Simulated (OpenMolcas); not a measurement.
# Mo⁵⁺ among point charges: CASSCF and CASPT2 levels and susceptibility

Aim: the splitting of the states of Mo⁵⁺ in the field of 5 point charges, its lowest levels with spin-orbit coupling and its magnetic susceptibility.

Program: OpenMolcas 26.06. Level of theory: state-averaged CASSCF and CASPT2, spin-orbit coupling by RASSI with atomic mean-field integrals. These are calculated values, not measurements, unless marked.

**1. Starting point**

* Species: Mo⁵⁺ (molybdenum, Z = 42, 37 electrons)
* Basis: ANO-RCC-VDZP [6s5p3d1f], 43 functions
* Scalar Hamiltonian: DKH2, point nucleus
* Inactive shells: 1s 2s 2p 3s 3p 3d 4s 4p
* Active space: 1 electron in 5 orbitals (4d)
* Some configurations of this space: 4d
* Orbitals: optimised for each spin and parity, averaged over all roots

The outer shells:

4d
```
4d [↑ ][  ][  ][  ][  ]
```

The ion sits among 5 point charges of -1.2 e arranged as a trigonal bipyramid (D3h), 2.22 Å from the ion, with the axial distance 2.087 Å.

Each step is its own input file, run in one work folder so that later steps find the files of earlier ones. Labels, J, g values, rates, χT and fits are worked out afterwards by a script from the matrices that RASSI stores.

**2. Basis and integrals**

a.inp reads:

```
&GATEWAY
Coord
1

Mo 0.0 0.0 0.0
Basis=ANO-RCC-VDZP
Group=NoSym
NoMove
AngMom=0.0 0.0 0.0
AMFI
XField
5 Angstrom 0
2.220000 0.000000 0.000000 -1.200000
-1.110000 1.922576 0.000000 -1.200000
-1.110000 -1.922576 0.000000 -1.200000
0.000000 0.000000 2.086800 -1.200000
0.000000 0.000000 -2.086800 -1.200000
&SEWARD
```

Launch:

```
> OMP_NUM_THREADS=1 MOLCAS_MEM=1689 MOLCAS_PROJECT=a pymolcas a.inp > a.log
```

Standard output:

```text
Basis set label: MO.ANO-RCC...6S5P3D1F.

      Electronic valence basis set:
      ------------------
      Associated Effective Charge  42.000000 au
      Associated Actual Charge     42.000000 au
      Nuclear Model: Point charge

      Shell  nPrim  nBasis  Cartesian Spherical Contaminant
         s      21       6        X
         p      18       5        X
         d      13       3                 X
         f       6       1                 X
                  Relativistic Douglas-Kroll-Hess integrals:
                    - DKH order of Hamiltonian: 2
                    - DKH order of Properties : 0
                  Atomic mean-field integrals
```

**3. Reference wave functions, doublets, 5 roots**

a.inp reads:

```
&RASSCF
FileOrb=start.orb
Symmetry=1
Spin=2
nActEl=1 0 0
Inactive=18
Ras2=5
CIRoot=5 5 1
SDav=5
CIMx=300
Iter=120 100
PrWF=0.3
OrbListing=Nothing
MaxOrb=0
>>> COPY $Project.JobIph JOB001
```

start.orb holds the contracted functions of the basis, ordered by shell, or the orbitals of the step before.

Standard output, cut to the lines that bear on the results:

```text
[...]
      Number of active orbitals                  5
[...]
      Spin quantum number                      0.5
[...]
      Active orbitals                            5
[...]
      Number of CSFs                             5
      Number of root(s) required                 5
[...]
      Convergence after  7 iterations
[...]
      Natural orbitals and occupation numbers for root  1
      sym 1:   0.000000   0.000000   0.000000   0.000000   1.000000
      Natural orbitals and occupation numbers for root  2
      sym 1:   1.000000   0.000000   0.000000  -0.000000   0.000000
      Natural orbitals and occupation numbers for root  3
      sym 1:   0.000000   0.000000   0.000000   1.000000   0.000000
::    RASSCF root number  1 Total energy:  -4047.87988001
::    RASSCF root number  2 Total energy:  -4047.87988001
::    RASSCF root number  3 Total energy:  -4047.87402133
::    RASSCF root number  4 Total energy:  -4047.87402133
::    RASSCF root number  5 Total energy:  -4047.85298161
```

**4. RASSI: spin-orbit coupling between the states**

a.inp reads:

```
&RASSI
NrOfJobIphs=1 5
1 2 3 4 5
IphNames
JOB001
EJob
SpinOrbit
DIPRint=1.0
SOCoupling=1000.0
Subsets=2
Property=9
'ANGMOM' 1 'ANGMOM' 2 'ANGMOM' 3 'MLTPL  1' 1 'MLTPL  1' 2 'MLTPL  1' 3
'AMFI' 1 'AMFI' 2 'AMFI' 3
SOProperty=3
'ANGMOM' 1 'ANGMOM' 2 'ANGMOM' 3
```

Launch:

```
> OMP_NUM_THREADS=1 MOLCAS_MEM=1689 MOLCAS_PROJECT=a pymolcas a.inp > a.log
```

Standard output, cut to the lines that bear on the results:

```text
SPIN-FREE ENERGIES:
  (Shifted by EMIN (a.u.) =      -4047.8798800103)
 SF State       Relative EMIN(au)   Rel lowest level(eV)    D:o, cm**(-1)      L_eff
     1             0.0000000000        0.0000000000              0.0000         2.0
     2             0.0000000045        0.0000001224              0.0010         2.0
     3             0.0058586814        0.1594228417           1285.8319         2.0
     4             0.0058586825        0.1594228719           1285.8322         2.0
     5             0.0268984000        0.7319427516           5903.5164         2.0
     Dipole printing threshold changed to   1.00000000E+00
[...]
Eigenvalues of complex Hamiltonian:
   -----------------------------------
  (Shifted by EMIN (a.u.) =      -4047.8798800103)
 SO State       Relative EMIN(au)   Rel lowest level(eV)    D:o, cm**(-1)     J-value
     1            -0.0061217588        0.0000000000              0.0000         0.9
     2            -0.0061217588        0.0000000000              0.0000         0.9
     3             0.0022114988        0.2267594919           1828.9386         1.7
     4             0.0022114988        0.2267594919           1828.9386         1.7
     5             0.0046229625        0.2923787605           2358.1937         1.2
     6             0.0046229625        0.2923787605           2358.1937         1.2
     7             0.0096691047        0.4296912849           3465.6939         2.1
     8             0.0096691047        0.4296912849           3465.6939         2.1
     9             0.0282339612        0.9348667675           7540.2090         2.3
    10             0.0282339612        0.9348667675           7540.2090         2.3
Weights of the five most important spin-orbit-free states for each spin-orbit state.
[...]
```

These steps: 1.6 s of run time, 1 thread of Arm Neoverse V1, shared host.

States without spin-orbit coupling:

```
state  degeneracy  E (cm-1)  free-ion L (%)
   2E           2         0         D (100)
   2E           2      1286         D (100)
  2A1           1      5904         D (100)
```

With spin-orbit coupling:

```json
{"E (cm-1)": "0.0", "Degeneracy": "2", "Label": "E3/2", "2S+1": "2", "g": "0.00 0.00 2.19"}
{"E (cm-1)": "1829", "Degeneracy": "2", "Label": "E1/2", "2S+1": "2", "g": "0.10 0.98 0.98"}
{"E (cm-1)": "2358", "Degeneracy": "2", "Label": "E1/2", "2S+1": "2", "g": "0.00 0.00 6.00"}
{"E (cm-1)": "3466", "Degeneracy": "2", "Label": "E3/2", "2S+1": "2", "g": "0.00 0.00 3.81"}
{"E (cm-1)": "7540", "Degeneracy": "2", "Label": "E1/2", "2S+1": "2", "g": "1.90 2.98 2.98"}
```

Labels of spin-orbit levels are those of the rotation subgroup (D3 for D3h). Principal g values are given for doublets only; a zero marks a field direction without first-order Zeeman splitting.

Powder χT (cm³ K/mol): 0.15 at 2 K, 0.15 at 5 K, 0.15 at 10 K, 0.15 at 20 K, 0.16 at 50 K, 0.17 at 100 K, 0.17 at 150 K, 0.18 at 200 K, 0.19 at 250 K, 0.20 at 300 K.

**5. CASPT2: IPEA 0.25, imaginary shift 0.1 (closed shells correlated: 4s 4p)**

a.inp reads:

```
>>> COPY JOB001 $Project.JobIph
&CASPT2
Multistate=5 1 2 3 4 5
NoMult
Frozen=14
IPEA=0.25
Imaginary=0.1
MaxIter=60
WThr=0.0 0.3 0.05
PrWF=0.5
NoMix
```

Standard output:

```text
Orbital specifications:
      -----------------------

      Symmetry species                           1
                                                 a
      Frozen orbitals                           14
      Inactive orbitals                          4
      Active orbitals                            5
      Secondary orbitals                        20
      Deleted orbitals                           0
      Number of basis functions                 43
Type of calculation                        SS-CASPT2
      Fock operator                              state-specific
      IPEA shift                                 0.25
      Real shift                                 0.00
      Imaginary shift                            0.10
      The input orbitals will be transformed to quasi-canonical
Reference energy:       -4047.8798800103
      E2 (Non-variational):      -0.1665025524
      Shift correction:          -0.0000770923
      E2 (Variational):          -0.1665796447
      Total energy:           -4048.0464596550
      Residual norm:              0.0000001399
      Reference weight:           0.96633
      Contributions to the CASPT2 correlation energy
      Active & Virtual Only:          0.0000000000
      One Inactive Excited:          -0.0364864307
      Two Inactive Excited:          -0.1300161218
Reference energy:       -4047.8798800058
      E2 (Non-variational):      -0.1659236361
      Shift correction:          -0.0000759702
      E2 (Variational):          -0.1659996062
      Total energy:           -4048.0458796121
      Residual norm:              0.0000001371
      Reference weight:           0.96660
      Contributions to the CASPT2 correlation energy
      Active & Virtual Only:          0.0000000000
      One Inactive Excited:          -0.0359216786
      Two Inactive Excited:          -0.1300019576
::    CASPT2 Root  1     Total energy:  -4048.04645966
::    CASPT2 Root  2     Total energy:  -4048.04587961
::    CASPT2 Root  3     Total energy:  -4048.04009707
::    CASPT2 Root  4     Total energy:  -4048.04009697
::    CASPT2 Root  5     Total energy:  -4048.01918697
```

Time for this run: 0.62 s (1 thread of Arm Neoverse V1, shared host).

SS-CASPT2: lowest energy less the reference's lowest, -0.1663 hartree; reference weights 0.966 to 0.967.

Spin-free states, with their symmetry labels:

```
state  degeneracy  E (cm-1)  free-ion L (%)
   2E           2         0         D (100)
   2E           2      1333         D (100)
  2A1           1      5922         D (100)
```

With spin-orbit coupling:

| E (cm-1) | Degeneracy | Label | 2S+1 | g |
| --- | --- | --- | --- | --- |
| 0 | 2 | E3/2 | 2 | 0.00 0.00 2.18 |
| 1870 | 2 | E1/2 | 2 | 0.10 0.98 0.98 |
| 2350 | 2 | E1/2 | 2 | 0.00 0.00 6.00 |
| 3500 | 2 | E3/2 | 2 | 0.00 0.00 3.82 |
| 7560 | 2 | E1/2 | 2 | 1.90 2.98 2.98 |

Powder χT (cm³ K/mol): 0.15 at 2 K, 0.15 at 5 K, 0.15 at 10 K, 0.15 at 20 K, 0.16 at 50 K, 0.17 at 100 K, 0.17 at 150 K, 0.18 at 200 K, 0.19 at 250 K, 0.20 at 300 K.

**6. The methods side by side**

A. CASSCF
B. SS-CASPT2, IPEA 0.25, imaginary shift 0.1 (closed shells correlated: 4s 4p)

```
method  ground state  first state of that spin (cm-1)  first gap with spin-orbit (cm-1)  χT at 300 K
     A            2E                          2E 1286                            1828.9         0.20
     B            2E                          2E 1333                            1870.0         0.20
```

**7. What came out**

```
                                            quantity                                                                        value
                                              method  SS-CASPT2, IPEA 0.25, imaginary shift 0.1 (closed shells correlated: 4s 4p)
                              spin-free ground state                                               2E, 2-fold in its orbital part
first state of the same spin within the active space                                                              2E at 1330 cm⁻¹
                                        lowest level                                            2-fold E3/2, g = 0.00, 0.00, 2.18
                                          next level                                                                  1870.0 cm⁻¹
                                         χT at 300 K                                                               0.20 cm³ K/mol
                           effective moment at 300 K                                                                      1.26 μB
```

Cost by method:

```csv
method,time of its own steps,time with the reference
A. CASSCF,1.6 s,1.6 s
"B. SS-CASPT2, IPEA 0.25, imaginary shift 0.1, +4s 4p",0.62 s,2.2 s
```

Times are of one thread on a shared host.

**Reading.** The spin-free ground state (2E) comes to 100 % from free-ion D terms and keeps the highest spin of the shell. χT at 300 K is 0.20, against 0.38 cm³ K/mol for the spin alone, so orbital moment lowers it. CASPT2 does not keep the components of a term degenerate, and the means are used. The field of point charges can differ much from that of real complexes. This is an electrostatic model: the charges have no orbitals.
